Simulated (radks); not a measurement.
# Valence configurations of Ho⁺

Aim: which of several valence configurations of Ho⁺ lies lowest at this level, and whether it is the one NIST lists ([Xe] 4f11 6s1).

Method: Dirac Kohn-Sham, PBEsol, spin-unpolarised, spherical densities, finite nucleus; open shells fill j = l - 1/2 first. Code: radks (a radial shooting solver on a logarithmic mesh, Libxc functionals) version 1.

## (1) The atom as given

```
element            : holmium (Z = 67)
charge             : +1
electrons          : 66
configuration      : [Xe] 4f11 6s1
nuclear rms radius : 5.2022 fm
others tried       : 4f10 6s1 6p1; 4f10 5d1 6s1; 4f12; 4f10 6s2; 4f11 5d1; 4f11 6p1; 4f8 5d3 6s1; 4f8 5d4; 4f11.5 6p0.5
```

## (2) [Xe] 4f11 6s1

The run's settings:

```text
Z 67
configuration [Xe] 4f11 6s1
relativity Dirac
functional pbe_sol,pbe_sol
spin unpolarised
j_filling energy
nucleus finite rms 5.2022 fm
c 137.035999084
```

## (3) [Xe] 4f10 6s1 6p1

Settings, as their differences from step 2:

```diff
@@ -1,3 +1,3 @@
 Z 67
-configuration [Xe] 4f11 6s1
+configuration [Xe] 4f10 6s1 6p1
 relativity Dirac
```

## (4) [Xe] 4f10 5d1 6s1

Settings, as their differences from step 3:

```diff
@@ -1,3 +1,3 @@
 Z 67
-configuration [Xe] 4f10 6s1 6p1
+configuration [Xe] 4f10 5d1 6s1
 relativity Dirac
```

## (5) [Xe] 4f12

Settings, as their differences from step 4:

```diff
@@ -1,3 +1,3 @@
 Z 67
-configuration [Xe] 4f10 5d1 6s1
+configuration [Xe] 4f12
 relativity Dirac
```

## (6) [Xe] 4f10 6s2

Settings, as their differences from step 5:

```diff
@@ -1,3 +1,3 @@
 Z 67
-configuration [Xe] 4f12
+configuration [Xe] 4f10 6s2
 relativity Dirac
```

## (7) [Xe] 4f11 5d1

Settings, as their differences from step 6:

```diff
@@ -1,3 +1,3 @@
 Z 67
-configuration [Xe] 4f10 6s2
+configuration [Xe] 4f11 5d1
 relativity Dirac
```

## (8) [Xe] 4f11 6p1

Settings, as their differences from step 7:

```diff
@@ -1,3 +1,3 @@
 Z 67
-configuration [Xe] 4f11 5d1
+configuration [Xe] 4f11 6p1
 relativity Dirac
```

## (9) [Xe] 4f8 5d3 6s1

Settings, as their differences from step 8:

```diff
@@ -1,3 +1,3 @@
 Z 67
-configuration [Xe] 4f11 6p1
+configuration [Xe] 4f8 5d3 6s1
 relativity Dirac
```

## (10) [Xe] 4f8 5d4

Settings, as their differences from step 9:

```diff
@@ -1,3 +1,3 @@
 Z 67
-configuration [Xe] 4f8 5d3 6s1
+configuration [Xe] 4f8 5d4
 relativity Dirac
```

## (11) [Xe] 4f11.5 6p0.5

Settings, as their differences from step 10:

```diff
@@ -1,3 +1,3 @@
 Z 67
-configuration [Xe] 4f8 5d4
+configuration [Xe] 4f11.5 6p0.5
 relativity Dirac
```

**Question.** What will these runs give? Wanted: for each run, valence; E − E(NIST configuration); highest level; its energy; 1s shift.

As calculated:

| valence | E − E(NIST configuration) (eV) | highest level | its energy (eV) | 1s shift (eV) |
| --- | --- | --- | --- | --- |
| 4f11 6s1 | 0.000 | 6s1/2 | -8.937 | +0.00 |
| 4f11.5 6p0.5 | 2.039 | 6p1/2 | -5.478 | +2.89 |
| 4f11 5d1 | 2.154 | 5d3/2 | -5.792 | +1.63 |
| 4f12 | 2.200 | 4f7/2 | -3.239 | +6.05 |
| 4f11 6p1 | 3.233 | 6p1/2 | -6.350 | -1.19 |
| 4f10 6s2 | 3.462 | 6s1/2 | -10.596 | -8.67 |
| 4f10 5d1 6s1 | 4.454 | 5d3/2 | -8.376 | -6.37 |
| 4f10 6s1 6p1 | 7.245 | 6p1/2 | -7.385 | -9.83 |
| 4f8 5d4 | 29.165 | 5d3/2 | -9.357 | -19.11 |
| 4f8 5d3 6s1 | 29.269 | 6s1/2 | -10.595 | -21.61 |

In words: Theory agrees with NIST among these: the next, 4f11.5 6p0.5, lies 2.039 eV higher. The energies are those of spherical spin-averaged densities, not of single terms. The 1s eigenvalue shifts by up to 21.61 eV as the valence charge is rearranged.
